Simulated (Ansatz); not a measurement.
# C₇H₁₅N₃Zr: up Jacob's ladder to CCSD(T)

An exercise on one series of results from a longer session: the logs are not shown, and one member is left open.

Method: functionals in def2-TZVPP, the program's frozen cores in correlated methods; program: Ansatz 0.2.0, Gaussian basis.

Levels to be run: LDA (SPW92), PBE-D4, revPBE-D4, BLYP-D4, r2SCAN-D4, B97M-V, PBE0-D4, B3LYP-D4, r2SCANh-D4, r2SCAN0-D4, HSE06-D4, BHLYP-D4, CAM-B3LYP-D4, LC-ωPBE, ωB97X-V, ωB97M-V, B2PLYP, PBE-QIDH; CCSD(T)/def2-SVP; CCSD(T)/def2-TZVPP; MP2/def2-QZVPP; extrapolation to the limit; RPA on PBE.

### The relaxed structure

All runs share one geometry, relaxed beforehand with PBE0-D4 in a triple-zeta def2 set. Zr takes the def2 core potential; no spin-orbit term is included.

26 atoms, charge 0, spin multiplicity 1.

Atoms are counted from 1 here; the program's logs count them from 0.

Bond lengths: C1–N2 1.442 Å, C1–H12 1.095 Å, C1–H13 1.102 Å, C1–H14 1.101 Å, N2–C3 1.440 Å, N2–Zr4 2.051 Å, C3–H15 1.101 Å, C3–H16 1.091 Å, C3–H17 1.102 Å, Zr4–N5 2.058 Å, Zr4–N6 2.055 Å, Zr4–C7 2.571 Å, Zr4–C8 2.529 Å, Zr4–C9 2.519 Å, Zr4–C10 2.545 Å, Zr4–C11 2.588 Å, N5–H18 1.012 Å, N5–H19 1.009 Å and more. Angles: N2–C1–H12 111.1°, N2–C1–H13 112.2°, N2–C1–H14 111.5°, H12–C1–H13 107.8°, H12–C1–H14 107.0°, H13–C1–H14 107.1°, C1–N2–C3 111.9°, C1–N2–Zr4 118.7°, C3–N2–Zr4 128.8°, N2–C3–H15 111.3°, N2–C3–H16 110.4°, N2–C3–H17 111.9°, H15–C3–H16 108.2°, H15–C3–H17 106.8°, H16–C3–H17 108.1°, N2–Zr4–N5 100.8°, N2–Zr4–N6 102.8°, N2–Zr4–C7 140.2° and more.

Set-up of the first run:

The input, in.yaml:

```yaml
crystal:
  periodic: [false, false, false]
  atoms:
    - {symbol: C, position_ang: [-1.068600, -2.037217, 1.098165]}
    - {symbol: N, position_ang: [-0.644249, -0.687797, 1.375774]}
    - {symbol: C, position_ang: [-0.350914, -0.494233, 2.772330]}
    - {symbol: Zr, position_ang: [-0.276566, 0.572011, -0.200513]}
    - {symbol: N, position_ang: [-2.119295, 0.592887, -1.116527]}
    - {symbol: N, position_ang: [0.071166, 2.372504, 0.727648]}
    - {symbol: C, position_ang: [0.747190, 0.540734, -2.558453]}
    - {symbol: C, position_ang: [0.742393, -0.787684, -2.074328]}
    - {symbol: C, position_ang: [1.639128, -0.860617, -0.988892]}
    - {symbol: C, position_ang: [2.192378, 0.426020, -0.798742]}
    - {symbol: C, position_ang: [1.648421, 1.285532, -1.775881]}
    - {symbol: H, position_ang: [-1.296147, -2.167707, 0.035060]}
    - {symbol: H, position_ang: [-0.301292, -2.779694, 1.371211]}
    - {symbol: H, position_ang: [-1.981876, -2.295342, 1.656056]}
    - {symbol: H, position_ang: [-1.231877, -0.704355, 3.398586]}
    - {symbol: H, position_ang: [-0.040476, 0.535467, 2.955668]}
    - {symbol: H, position_ang: [0.453751, -1.161893, 3.120121]}
    - {symbol: H, position_ang: [-2.965500, 0.415176, -0.591331]}
    - {symbol: H, position_ang: [-2.369587, 0.752772, -2.080641]}
    - {symbol: H, position_ang: [-0.688870, 2.943218, 1.076466]}
    - {symbol: H, position_ang: [0.916469, 2.922395, 0.760381]}
    - {symbol: H, position_ang: [0.156418, 0.917817, -3.380505]}
    - {symbol: H, position_ang: [0.145423, -1.600045, -2.462938]}
    - {symbol: H, position_ang: [1.857019, -1.739911, -0.400663]}
    - {symbol: H, position_ang: [2.905490, 0.701111, -0.034642]}
    - {symbol: H, position_ang: [1.860012, 2.338848, -1.883439]}
basis:
  gaussian: {orbitals: def2-TZVPP}
hamiltonian: {xc: lda}
output: {orbitals: {seedname: orbitals}}
```

On the command line:

```
$ ansatz run in.yaml --threads 4 --pin off --events-out ev --progress --plain --max-ram 63488MiB --backend cuda --devices 0, --max-vram 37GiB
```

Steps of the session up to this table: LDA; PBE-D4 (GGA); revPBE-D4 (GGA); BLYP-D4 (GGA); r2SCAN-D4 (meta-GGA); B97M-V (meta-GGA); B3LYP-D4 (hybrid); r2SCANh-D4 (hybrid); r2SCAN0-D4 (hybrid); HSE06-D4 (hybrid); BHLYP-D4 (hybrid); CAM-B3LYP-D4 (range-separated); LC-ωPBE (range-separated); ωB97X-V (range-separated); ωB97M-V (range-separated); B2PLYP (double hybrid); PBE-QIDH (double hybrid).

One of the session's tables, all rows but one given; the rest of the session is left out.

It belongs to the step «Frontier levels by functional». 

| functional | HOMO (eV) | gap (eV) |
| --- | --- | --- |
| LDA (SPW92) | -4.86 | 3.72 |
| PBE-D4 | -4.71 | 3.80 |
| revPBE-D4 | -4.64 | 3.83 |
| BLYP-D4 | -4.60 | 3.82 |
| r2SCAN-D4 | -4.89 | 4.18 |
| B97M-V | -5.00 | 4.28 |
| PBE0-D4 | ? | ? |
| B3LYP-D4 | -5.68 | 5.45 |
| r2SCANh-D4 | -5.33 | 4.95 |
| r2SCAN0-D4 | -6.00 | 6.11 |
| HSE06-D4 | -5.46 | 5.07 |
| BHLYP-D4 | -6.96 | 7.68 |
| CAM-B3LYP-D4 | -7.18 | 8.04 |
| LC-ωPBE | -8.46 | 10.35 |
| ωB97X-V | -8.15 | 9.88 |
| ωB97M-V | -8.08 | 9.26 |

Estimate the missing values for PBE0-D4.

**Answer.** HOMO (eV): -5.86; gap (eV): 5.84. In the column «HOMO (eV)» it lies between r2SCAN0-D4 (-6.00) and B3LYP-D4 (-5.68).
